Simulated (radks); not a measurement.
# Valence configurations of Tl

The task here is to estimate one member of a computed series from the others.

Method: non-relativistic Kohn-Sham, PBE, spin-unpolarised, spherical densities, point nucleus. Code: radks (a radial shooting solver on a logarithmic mesh, Libxc functionals) version 1.

## Starting point

* element: thallium (Z = 81)
* charge: 0
* electrons: 81
* configuration: [Hg] 6p1
* others tried: [Xe] 4f14 5d9 6s2 6p2; [Xe] 4f13 5d10 6s2 6p2; [Xe] 4f14 5d7 6s2 6p4; [Xe] 4f12 5d9 6s2 6p4; [Xe] 4f13.5 5d10 6s2 6p1.5; [Xe] 4f14 5d10 6s1 6p2; [Xe] 4f14 5d9.5 6s1.5 6p2; [Xe] 4f13.5 5d9 6s2 6p2.5; [Xe] 4f14 5d8.5 6s1.5 6p3

Outer shells as boxes (Hund's rule):

Tl
```
[Hg] core
6p [↑ ][  ][  ]
```

Set-up of the first run:

The run's settings:

```text
Z 81
configuration [Hg] 6p1
relativity non-relativistic
functional pbe,pbe
spin unpolarised
nucleus point
```

Steps of the session up to this table: [Hg] 6p1.

One table of the session follows, with a row left open; its other results are not shown here.

It belongs to the step «[Hg] 6p1». Sizes of the orbitals, from the radial functions (bohr):

| level | <r> | outermost maximum (interpolated) | 90 % within | nodes |
| --- | --- | --- | --- | --- |
| 4p | ? | ? | ? | ? |
| 4d | 0.4424 | 0.399 | 0.657 | 1 |
| 4f | 0.4573 | 0.353 | 0.725 | 0 |
| 5s | 0.9745 | 0.895 | 1.39 | 4 |
| 5p | 1.051 | 0.944 | 1.52 | 3 |
| 5d | 1.358 | 1.11 | 2.07 | 2 |
| 6s | 2.831 | 2.36 | 4.21 | 5 |
| 6p | 3.878 | 3.02 | 6.02 | 4 |

Q: Estimate the row for 4p from the others.

The run gave: <r>: 0.4369; outermost maximum (interpolated): 0.407; 90 % within: 0.631; nodes: 2. In the column «<r>» it is the lowest.

Caveats from the session: Relativity is left out, which favours d and f over s occupation in heavy atoms.
